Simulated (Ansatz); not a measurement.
# C7H8O2: up Jacob's ladder to CCSD(T)

An exercise on one series of results from a longer session: the logs are not shown, and one member is left open.

The runs use Ansatz 0.2.0, Gaussian basis; functionals in def2-TZVPP, the program's frozen cores in correlated methods.

The runs, in order: LDA (SPW92), PBE-D4, revPBE-D4, BLYP-D4, r2SCAN-D4, B97M-V, PBE0-D4, B3LYP-D4, r2SCANh-D4, r2SCAN0-D4, HSE06-D4, BHLYP-D4, CAM-B3LYP-D4, LC-ωPBE, ωB97X-V, ωB97M-V, B2PLYP, PBE-QIDH; CCSD(T)/def2-SVP; CCSD(T)/def2-TZVPP; MP2/def2-QZVPP; extrapolation to the limit; RPA on PBE.

### The relaxed structure

An earlier PBE0-D4 in a triple-zeta def2 set relaxation fixed the geometry.

SMILES `Cc1cccc(O)c1O`, 17 atoms, charge 0, spin multiplicity 1.

Atoms are counted from 1 here; the program's logs count them from 0.

Bond lengths: C1–C2 1.495 Å, C1–H10 1.090 Å, C1–H11 1.093 Å, C1–H12 1.093 Å, C2–C3 1.392 Å, C2–C8 1.390 Å, C3–C4 1.385 Å, C3–H13 1.084 Å, C4–C5 1.388 Å, C4–H14 1.083 Å, C5–C6 1.382 Å, C5–H15 1.086 Å, C6–O7 1.367 Å, C6–C8 1.393 Å, O7–H16 0.960 Å, C8–O9 1.355 Å, O9–H17 0.964 Å. Angles: C2–C1–H10 110.8°, C2–C1–H11 111.1°, C2–C1–H12 111.1°, H10–C1–H11 108.6°, H10–C1–H12 108.5°, H11–C1–H12 106.5°, C1–C2–C3 122.3°, C1–C2–C8 119.4°, C3–C2–C8 118.2°, C2–C3–C4 121.4°, C2–C3–H13 118.7°, C4–C3–H13 119.9°, C3–C4–C5 120.0°, C3–C4–H14 120.3°, C5–C4–H14 119.8°, C4–C5–C6 119.3°, C4–C5–H15 120.8°, C6–C5–H15 119.9° and more.

The first run:

in.yaml reads:

```yaml
crystal:
  periodic: [false, false, false]
  atoms:
    - {symbol: C, position_ang: [1.986437, -1.348273, -0.041251]}
    - {symbol: C, position_ang: [0.835683, -0.410137, -0.213310]}
    - {symbol: C, position_ang: [0.761105, 0.490122, -1.272253]}
    - {symbol: C, position_ang: [-0.314380, 1.350723, -1.412773]}
    - {symbol: C, position_ang: [-1.347001, 1.326199, -0.486093]}
    - {symbol: C, position_ang: [-1.286901, 0.437611, 0.570801]}
    - {symbol: O, position_ang: [-2.245660, 0.328184, 1.539503]}
    - {symbol: C, position_ang: [-0.203355, -0.427344, 0.709978]}
    - {symbol: O, position_ang: [-0.154216, -1.294943, 1.750173]}
    - {symbol: H, position_ang: [2.715862, -1.216954, -0.840937]}
    - {symbol: H, position_ang: [1.650592, -2.388653, -0.044186]}
    - {symbol: H, position_ang: [2.487593, -1.185868, 0.916706]}
    - {symbol: H, position_ang: [1.567310, 0.510115, -1.997239]}
    - {symbol: H, position_ang: [-0.353819, 2.044232, -2.243808]}
    - {symbol: H, position_ang: [-2.197150, 1.994861, -0.583055]}
    - {symbol: H, position_ang: [-2.952041, 0.955442, 1.368877]}
    - {symbol: H, position_ang: [-0.950072, -1.165327, 2.278888]}
basis:
  gaussian: {orbitals: def2-TZVPP}
hamiltonian: {xc: lda}
output: {orbitals: {seedname: orbitals}}
```

Started as:

```bash
$ ansatz run in.yaml --threads 2 --pin off --events-out ev --progress --plain --max-ram 22528MiB --backend cuda --devices 0, --max-vram 18GiB
```

Steps of the session up to this table: LDA; PBE-D4 (GGA); revPBE-D4 (GGA); BLYP-D4 (GGA); r2SCAN-D4 (meta-GGA); B97M-V (meta-GGA); B3LYP-D4 (hybrid); r2SCANh-D4 (hybrid); r2SCAN0-D4 (hybrid); HSE06-D4 (hybrid); BHLYP-D4 (hybrid); CAM-B3LYP-D4 (range-separated); LC-ωPBE (range-separated); ωB97X-V (range-separated); ωB97M-V (range-separated); B2PLYP (double hybrid); PBE-QIDH (double hybrid).

One of the session's tables, all rows but one given; the rest of the session is left out.

It belongs to the step «Frontier levels by functional». 

| functional | HOMO (eV) | gap (eV) |
| --- | --- | --- |
| LDA (SPW92) | -5.24 | 4.25 |
| PBE-D4 | -5.03 | 4.28 |
| revPBE-D4 | -4.95 | 4.29 |
| BLYP-D4 | -4.88 | 4.27 |
| r2SCAN-D4 | -5.20 | 4.63 |
| B97M-V | -5.21 | 4.70 |
| PBE0-D4 | -6.10 | 6.21 |
| B3LYP-D4 | -5.91 | 5.81 |
| r2SCANh-D4 | -5.61 | 5.35 |
| r2SCAN0-D4 | -6.23 | 6.43 |
| HSE06-D4 | -5.71 | 5.44 |
| BHLYP-D4 | -7.02 | 8.12 |
| CAM-B3LYP-D4 | -7.34 | 8.50 |
| LC-ωPBE | ? | ? |
| ωB97X-V | -8.25 | 10.41 |
| ωB97M-V | -8.19 | 10.28 |

Q: Estimate the row for LC-ωPBE from the others.

As computed: HOMO (eV): -8.57; gap (eV): 10.74. In the column «HOMO (eV)» it is the lowest.
